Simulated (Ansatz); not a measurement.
# Sr2ReNiN6 (element-swapped structure, charge -2): how the settings move a single-point run

Aim: see which settings change the result for Sr2ReNiN6 (element-swapped structure, charge -2), by how much, and at what cost.

Program: Ansatz 0.2.0. Level of theory: reference: DFT PBE, plane waves, PAW, scalar-relativistic, no spin polarisation. These are calculated values, not measurements.

### 1 The system as given

Symmetry: I4/m, No. 87, tetragonal system. The conventional cell has a = 5.652 Å, b = 5.652 Å, c = 8.071 Å, α = 90.00°, β = 90.00°, γ = 90.00°. Re (site symmetry 4/m) has 6 N at 1.96 Å as nearest neighbours. Ni (site symmetry 4/m) is surrounded by 6 N at 2.07 to 2.08 Å. N (site symmetry m) is surrounded by 1 Re at 1.96 Å and 1 Ni at 2.07 Å and 2 Sr at 2.68 Å. N (site symmetry 4) is surrounded by 1 Re at 1.96 Å and 1 Ni at 2.08 Å and 4 Sr at 2.83 Å. Sr (site symmetry -4) has 12 N at 2.68 to 3.01 Å as nearest neighbours.

Coordinates:

```xyz
10
Lattice="0.0000 5.6525 0.0000 5.6525 0.0000 0.0000 2.8262 2.8262 -4.0355" Properties=species:S:1:pos:R:3 pbc="T T T"
Re    2.8262    2.8262    0.0000
Ni    0.0000    0.0000    0.0000
N     1.6172    1.2871    0.0000
N     4.3654    1.6172    0.0000
N     4.0353    4.3654    0.0000
N     1.2871    4.0353    0.0000
N     2.8262    2.8262   -1.9605
N     5.6525    5.6525   -2.0751
Sr    2.8262    5.6525   -2.0178
Sr    5.6525    2.8262   -2.0178
```

### 2 The reference run

Contents of input.yaml:

```yaml
crystal:
  lattice:
    - [0.0, 5.65249, 0.0]
    - [5.65249, 0.0, 0.0]
    - [2.826245, 2.826245, -4.035549]
  atoms:
    - { symbol: Re, position: [0.5, 0.5, 0.0] }
    - { symbol: Ni, position: [0.0, 0.0, 0.0] }
    - { symbol: "N", position: [0.2277, 0.2861, 0.0] }
    - { symbol: "N", position: [0.2861, 0.7723, 0.0] }
    - { symbol: "N", position: [0.7723, 0.7139, 0.0] }
    - { symbol: "N", position: [0.7139, 0.2277, 0.0] }
    - { symbol: "N", position: [0.2571, 0.2571, 0.4858] }
    - { symbol: "N", position: [0.7429, 0.7429, 0.5142] }
    - { symbol: Sr, position: [0.75, 0.25, 0.5] }
    - { symbol: Sr, position: [0.25, 0.75, 0.5] }
  symmetry: { tolerance: 0.0003 }
kpoints:
  mp_grid: { grid: [5, 5, 5], shift: [0, 0, 0] }
magnetization:
  spin_polarized: false
scf:
  occupations: { method: gaussian, width: 0.02 }
hamiltonian:
  pseudopotentials: { kind: paw }
  xc: pbe
total_charge: -2
basis:
  ecutwfc: 420
output:
  forces: true
  stress: true
  eigenvalues: true
  write_density: true
  write_potential: true
  elf: true
  volumetric_format: npy
```

Command:

```sh
$ ansatz run input.yaml --threads 1 --pin off --max-ram 2560MiB --backend cpu --events-out ev --progress --plain --runs-dir out
```

### 3 Variant: occupations.method tetrahedron, eigensolver.kind davidson, basis.precision f64, spin_polarized left out, width left out

Edit input.yaml of step 2 so:

```diff
@@ -19,6 +19,5 @@
   mp_grid: { grid: [5, 5, 5], shift: [0, 0, 0] }
-magnetization:
-  spin_polarized: false
 scf:
-  occupations: { method: gaussian, width: 0.02 }
+  occupations: { method: tetrahedron }
+  eigensolver: { kind: davidson }
 hamiltonian:
@@ -29,2 +28,3 @@
   ecutwfc: 420
+  precision: f64
 output:
```

### 4 Variant: xc lda

Edit input.yaml of step 2 so:

```diff
@@ -25,3 +25,3 @@
   pseudopotentials: { kind: paw }
-  xc: pbe
+  xc: lda
 total_charge: -2
@@ -33,5 +33 @@
   eigenvalues: true
-  write_density: true
-  write_potential: true
-  elf: true
-  volumetric_format: npy
```

### 5 Changing settings: ecutwfc 350 eV

Edit input.yaml of step 2 so:

```diff
@@ -28,3 +28,3 @@
 basis:
-  ecutwfc: 420
+  ecutwfc: "350 eV"
 output:
@@ -33,5 +33 @@
   eigenvalues: true
-  write_density: true
-  write_potential: true
-  elf: true
-  volumetric_format: npy
```

### 6 Changing settings: symmetry.detect false, mp_grid.shift [0.5, 0.5, 0.5], tolerance left out

Edit input.yaml of step 2 so:

```diff
@@ -16,5 +16,5 @@
     - { symbol: Sr, position: [0.25, 0.75, 0.5] }
-  symmetry: { tolerance: 0.0003 }
+  symmetry: { detect: false }
 kpoints:
-  mp_grid: { grid: [5, 5, 5], shift: [0, 0, 0] }
+  mp_grid: { grid: [5, 5, 5], shift: [0.5, 0.5, 0.5] }
 magnetization:
@@ -33,5 +33 @@
   eigenvalues: true
-  write_density: true
-  write_potential: true
-  elf: true
-  volumetric_format: npy
```

**Question.** What will these runs give? Wanted: for each run, ending; energy change; pressure; gap; force.

As calculated:

| run | ending | energy change | pressure (GPa) | gap (eV) | force (eV/Å) | cycles | time |
| --- | --- | --- | --- | --- | --- | --- | --- |
| reference | converged | 0 | -18.1 | 0.00 | 1.12 | 10 | 6.8 s |
| 1: occupations.method tetrahedron, eigensolver.kind davidson, basis.precision f64, spin_polarized left out, width left out | converged | +0.5 meV/atom (σ→0) | -18.1 | 0.00 | 1.12 | 15 | 10 s |
| 2: xc lda | converged | not comparable | -28.2 | 0.00 | 0.98 | 11 | 5.2 s |
| 3: ecutwfc 350 eV | converged | +37.9 meV/atom | -17.9 | 0.00 | 1.11 | 10 | 4.3 s |
| 4: symmetry.detect false, mp_grid.shift [0.5, 0.5, 0.5], tolerance left out | converged | +2.5 meV/atom | -18.0 | 0.00 | 1.13 | 11 | 24 s |

Times don't compare one to one where runs were asked for different outputs or read a saved state (see the inputs); cycles may leave out searches for a lower state.

Residual by cycle in the longest SCF loop of each run; runs are numbered as in the table. The quantity is the density residual dr2, in eV.

| cycle | reference | run 1 | run 2 | run 3 | run 4 |
| --- | --- | --- | --- | --- | --- |
| 1 | 560 | 561 | 557 | 560 | 560 |
| 2 | 5.74 | 309 | 6.97 | 5.91 | 5.62 |
| 4 | 0.092 | 33.7 | 0.152 | 0.073 | 0.103 |
| 5 | 0.0297 | 17.7 | 0.0237 | 0.0155 | 0.0366 |
| 6 | 0.00414 | 0.774 | 0.00402 | 0.00158 | 0.00548 |
| 7 | 7.0e-4 | 0.15 | 6.9e-4 | 1.6e-4 | 0.00119 |
| 9 | 5.0e-6 | 0.0528 | 2.2e-6 | 5.4e-7 | 1.1e-5 |
| 10 | 8.4e-8 | 0.00336 | 1.1e-7 | 5.7e-8 | 3.1e-7 |
| 11 | - | 2.2e-4 | 4.8e-9 | - | 4.6e-8 |
| 12 | - | 7.0e-4 | - | - | - |
| 14 | - | 5.3e-7 | - | - | - |
| 15 | - | 8.5e-8 | - | - | - |

What this shows: Run 3 ran under the cutoff that the potentials recommend, as the log warns, so basis error is mixed into its values. The structure is not at rest: the sound run finds -18 GPa, so these are no properties of the relaxed crystal. The reference leaves spin out although Ni and Re can carry a moment, so its state need not be the lowest.

The reference has limits of its own: its mesh is coarse for a cell with so small a gap or none; the charged cell sits in a uniform background, which enters energy and pressure; the structure is made up and not relaxed.
